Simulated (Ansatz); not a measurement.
# C2H10ClGeNSi: one species, many methods

Aim: compute C2H10ClGeNSi with functionals from several rungs and with coupled cluster, and see how far each lands from CCSD(T) at the basis-set limit for the atomisation energy.

Computed with Ansatz 0.2.0, Gaussian basis. Level: functionals in def2-TZVPP, the program's frozen cores in correlated methods.

Levels to be run: LDA (SPW92), PBE-D4, revPBE-D4, BLYP-D4, r2SCAN-D4, B97M-V, PBE0-D4, B3LYP-D4, r2SCANh-D4, r2SCAN0-D4, HSE06-D4, BHLYP-D4, CAM-B3LYP-D4, LC-ωPBE, ωB97X-V, ωB97M-V, B2PLYP, PBE-QIDH; CCSD(T)/def2-SVP; CCSD(T)/def2-TZVPP; MP2/def2-QZVPP; extrapolation to the limit; RPA on PBE.

## (1) Structure used throughout

An earlier PBE0-D4 in a triple-zeta def2 set relaxation fixed the geometry.

SMILES `CC[N]([GeH3])[SiH2]Cl`, 16 atoms, charge 0, spin multiplicity 1.

Atoms are counted from 1 here; the program's logs count them from 0.

Bond lengths: C1–C2 1.519 Å, C1–H7 1.093 Å, C1–H8 1.093 Å, C1–H9 1.092 Å, C2–N3 1.464 Å, C2–H10 1.096 Å, C2–H11 1.097 Å, N3–Ge4 1.851 Å, N3–Si5 1.700 Å, Ge4–H12 1.533 Å, Ge4–H13 1.540 Å, Ge4–H14 1.539 Å, Si5–Cl6 2.075 Å, Si5–H15 1.479 Å, Si5–H16 1.482 Å. Angles: C2–C1–H7 110.4°, C2–C1–H8 111.4°, C2–C1–H9 110.8°, H7–C1–H8 107.7°, H7–C1–H9 108.5°, H8–C1–H9 107.8°, C1–C2–N3 114.1°, C1–C2–H10 109.4°, C1–C2–H11 109.7°, N3–C2–H10 108.4°, N3–C2–H11 109.0°, H10–C2–H11 105.9°, C2–N3–Ge4 116.8°, C2–N3–Si5 119.5°, Ge4–N3–Si5 122.9°, N3–Ge4–H12 107.2°, N3–Ge4–H13 111.9°, N3–Ge4–H14 106.4° and more.

As a file:

```mol
C2H10ClGeNSi
  3D, bonds by distance, orders not assigned

 16 15  0  0  0  0  0  0  0  0999 V2000
   -0.6856   -1.7920   -0.3713 C   0  0
    0.4128   -1.0554    0.3751 C   0  0
    0.3595    0.4012    0.2345 N   0  0
    0.8918    1.1032   -1.3932 Ge  0  0
   -0.4062    1.3299    1.4347 Si  0  0
   -2.4785    1.2909    1.3440 Cl  0  0
   -0.5949   -2.8702   -0.2171 H   0  0
   -0.6315   -1.6036   -1.4466 H   0  0
   -1.6711   -1.4741   -0.0253 H   0  0
    0.3564   -1.3023    1.4418 H   0  0
    1.3937   -1.4106    0.0358 H   0  0
    1.0415    2.6172   -1.2068 H   0  0
   -0.1280    0.8057   -2.5078 H   0  0
    2.2316    0.4300   -1.7393 H   0  0
   -0.0179    2.7475    1.2711 H   0  0
   -0.0735    0.7823    2.7705 H   0  0
  1  2  8  0
  2  3  8  0
  3  4  8  0
  3  5  8  0
  5  6  8  0
  1  7  8  0
  1  8  8  0
  1  9  8  0
  2 10  8  0
  2 11  8  0
  4 12  8  0
  4 13  8  0
  4 14  8  0
  5 15  8  0
  5 16  8  0
M  END
```

## (2) LDA

This LDA is Slater exchange with PW92 correlation.

The input, in.yaml:

```yaml
crystal:
  periodic: [false, false, false]
  atoms:
    - {symbol: C, position_ang: [-0.685614, -1.792012, -0.371294]}
    - {symbol: C, position_ang: [0.412791, -1.055389, 0.375134]}
    - {symbol: N, position_ang: [0.359491, 0.401239, 0.234473]}
    - {symbol: Ge, position_ang: [0.891797, 1.103228, -1.393158]}
    - {symbol: Si, position_ang: [-0.406166, 1.329938, 1.434655]}
    - {symbol: Cl, position_ang: [-2.478541, 1.290945, 1.344002]}
    - {symbol: H, position_ang: [-0.594877, -2.870197, -0.217054]}
    - {symbol: H, position_ang: [-0.631487, -1.603620, -1.446571]}
    - {symbol: H, position_ang: [-1.671064, -1.474093, -0.025349]}
    - {symbol: H, position_ang: [0.356387, -1.302256, 1.441800]}
    - {symbol: H, position_ang: [1.393667, -1.410576, 0.035786]}
    - {symbol: H, position_ang: [1.041480, 2.617238, -1.206819]}
    - {symbol: H, position_ang: [-0.128045, 0.805697, -2.507839]}
    - {symbol: H, position_ang: [2.231630, 0.430041, -1.739325]}
    - {symbol: H, position_ang: [-0.017934, 2.747521, 1.271071]}
    - {symbol: H, position_ang: [-0.073495, 0.782285, 2.770509]}
basis:
  gaussian: {orbitals: def2-TZVPP}
hamiltonian: {xc: lda}
output: {orbitals: {seedname: orbitals}}
```

After this run come: PBE-D4 (GGA); revPBE-D4 (GGA); BLYP-D4 (GGA); r2SCAN-D4 (meta-GGA); B97M-V (meta-GGA); PBE0-D4 (hybrid); B3LYP-D4 (hybrid); r2SCANh-D4 (hybrid); r2SCAN0-D4 (hybrid); HSE06-D4 (hybrid); BHLYP-D4 (hybrid); CAM-B3LYP-D4 (range-separated); LC-ωPBE (range-separated); ωB97X-V (range-separated); ωB97M-V (range-separated); B2PLYP (double hybrid); PBE-QIDH (double hybrid); CCSD(T) in def2-SVP; CCSD(T) in def2-TZVPP; MP2 in def2-QZVPP; RPA on PBE orbitals.

Before running them: what should the planned runs give, taken together? Wanted: atomisation energy, CCSD(T)/CBS; farthest beyond LDA; mean size of error, GGA; mean size of error, meta-GGA; mean size of error, hybrid; mean size of error, range-separated; mean size of error, double hybrid; gap, smallest and largest; T1 diagnostic.

As calculated:

| quantity | value |
| --- | --- |
| atomisation energy, CCSD(T)/CBS | 5473.8 kJ/mol |
| functionals within 54.7 kJ/mol (1.0 %) | PBE-D4, r2SCAN-D4, B97M-V, PBE0-D4, B3LYP-D4, r2SCANh-D4, HSE06-D4, CAM-B3LYP-D4, ωB97X-V, ωB97M-V, PBE-QIDH |
| farthest beyond LDA | BHLYP-D4 (-122.1 kJ/mol) |
| mean size of error, GGA | 56.2 kJ/mol |
| mean size of error, meta-GGA | 16.6 kJ/mol |
| mean size of error, hybrid | 50.4 kJ/mol |
| mean size of error, range-separated | 22.6 kJ/mol |
| mean size of error, double hybrid | 67.4 kJ/mol |
| gap, smallest and largest | 5.16 eV (LDA (SPW92)), 12.36 eV (LC-ωPBE) |
| T1 diagnostic | 0.0109 |
| triples share of the correlation energy | 3.8 % |

**Reading.** LDA overbinds by 693.5 kJ/mol (13 %). PBE-D4 is off by +23.3 kJ/mol. Double hybrids carry the basis error of their MP2 part in triple zeta, and no dispersion term here, so their miss is partly the set-up's. The rungs meta-GGA, range-separated, hybrid miss on average by less than the doubt on the reference (54.7 kJ/mol), so they tie. Misses under about 54.7 kJ/mol are within the doubt on the reference itself, which lacks core-valence correlation, relativity and higher excitations, and its outer-core shells are covered unevenly. Hartree-Fock recovers 73 % of the binding; the rest is correlation. CCSD(T) in def2-SVP is off by -324.3 kJ/mol, more than most functionals: a good method in a small basis is no reference. The gap grows from 5.2 to 12.4 eV across the functionals, mostly with the share of exact exchange. Correlated methods include outer-core shells of Ge, which these sets cover unevenly.
